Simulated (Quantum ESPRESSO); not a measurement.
GaF:

```
CELL_PARAMETERS angstrom
0.00000 2.84624 2.84624
2.84624 0.00000 2.84624
2.84624 2.84624 0.00000
ATOMIC_POSITIONS crystal
Ga 0.25000 0.25000 0.25000
F 0.00000 0.00000 0.00000
```

The cell was built by a generator and needn't be a form met in nature.

```yaml
Program: Quantum ESPRESSO 7.5
Task: phonons
Functional: PBE
Potentials_or_basis: SG15 PBE 1.2
Cutoff: 952 eV
Density_cutoff: 3810 eV
k_mesh: 4 × 4 × 4, shifted
Occupations: fermi-dirac, width 0.05 eV
Spin: no spin polarisation
Mixing_beta: 0.5
Most_SCF_iterations: 120
SCF_threshold: 4e-10 Ry
```

The first run showed a gap, so the response started from a second, tighter run with fixed occupations.

Task: What is the highest optical frequency at the zone centre, leaving out the macroscopic field of polar modes?

Result: 97 cm⁻¹, a mode of symmetry T2 (IR and Raman). With the field the highest mode lies at 226 cm⁻¹.

Optical modes at Γ, degenerate ones joined, polar ones without the macroscopic field:
| cm⁻¹ | components | symmetry | active in | IR intensity, summed ((D/Å)²/amu) |
| --- | --- | --- | --- | --- |
| 97 | 3 | T2 | IR and Raman | 10.39 |

Zone-centre frequencies without and with the macroscopic field along z (cm⁻¹):
|  | optical modes in rising order |
| --- | --- |
| without | 97 97 97 |
| with the field | 97 97 226 |

Caveat: before the sum rule the acoustic modes lie tens of cm⁻¹ from zero, a sign that the density grid also shifts the optical modes.
